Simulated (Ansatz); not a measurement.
# CaMgF4: the cost of one run

Program: Ansatz 0.2.0. Level of theory: DFT PBE, scalar-relativistic, plane waves, PAW. These are calculated values, not measurements.

**1. The starting structure**

It takes space group F-43m (No. 216, cubic). The conventional cell has a = 6.807 Å, b = 6.807 Å, c = 6.807 Å, α = 90.00°, β = 90.00°, γ = 90.00°. Ca (site symmetry -43m) has 12 F at 2.82 Å and 4 Mg at 2.95 Å in its first shell of neighbours. Mg (site symmetry -43m) has 12 F at 2.82 Å and 4 Ca at 2.95 Å in its first shell of neighbours. F (site symmetry 3m) has 6 F at 2.39 to 2.42 Å and 3 Mg at 2.82 Å and 3 Ca at 2.82 Å in its first shell of neighbours.

As a file:

```
Ca Mg F
1.0
     0.00000    3.40348    3.40348
     3.40348    0.00000    3.40348
     3.40348    3.40348    0.00000
Ca Mg F
1 1 4
Direct
  0.00000 0.00000 0.00000
  0.75000 0.75000 0.75000
  0.37592 0.37592 0.87224
  0.87224 0.37592 0.37592
  0.37592 0.37592 0.37592
  0.37592 0.87224 0.37592
```

Recipe of the guess: species swapped into a database cell of TmCdCu4 (F-43m, No. 216), with Ca on the Tm sites, Mg on the Cd sites and F on the Cu sites. The dimensions are guesses.

**2. Probe: one point on a coarse mesh**

input.yaml reads:

```yaml
crystal:
  lattice:
    - [0.0, 3.40348294, 3.40348294]
    - [3.40348294, 0.0, 3.40348294]
    - [3.40348294, 3.40348294, 0.0]
  atoms:
    - { symbol: Ca, position: [0.0, 0.0, 0.0] }
    - { symbol: Mg, position: [0.75, 0.75, 0.75] }
    - { symbol: F, position: [0.37592087, 0.37592087, 0.87223738] }
    - { symbol: F, position: [0.87223738, 0.37592087, 0.37592087] }
    - { symbol: F, position: [0.37592087, 0.37592087, 0.37592087] }
    - { symbol: F, position: [0.37592087, 0.87223738, 0.37592087] }
basis:
  ecutwfc: 420
kpoints:
  mp_grid: { grid: [4, 4, 4] }
hamiltonian:
  xc: pbe
scf:
  occupations: { method: gaussian, width: 0.1 }
  lower_state_search: "off"
output:
  forces: true
  stress: true
  eigenvalues: true
```

On the command line:

```sh
$ ansatz run input.yaml --threads 1 --pin off --max-ram 2560MiB --backend cpu --events-out ev --progress --plain --runs-dir out
```

Q: Estimate wall time and peak memory on 1 thread of Intel Xeon 6975P-C (Granite Rapids), shared host.

About 1.1 s, with a peak of 0.38 GiB.
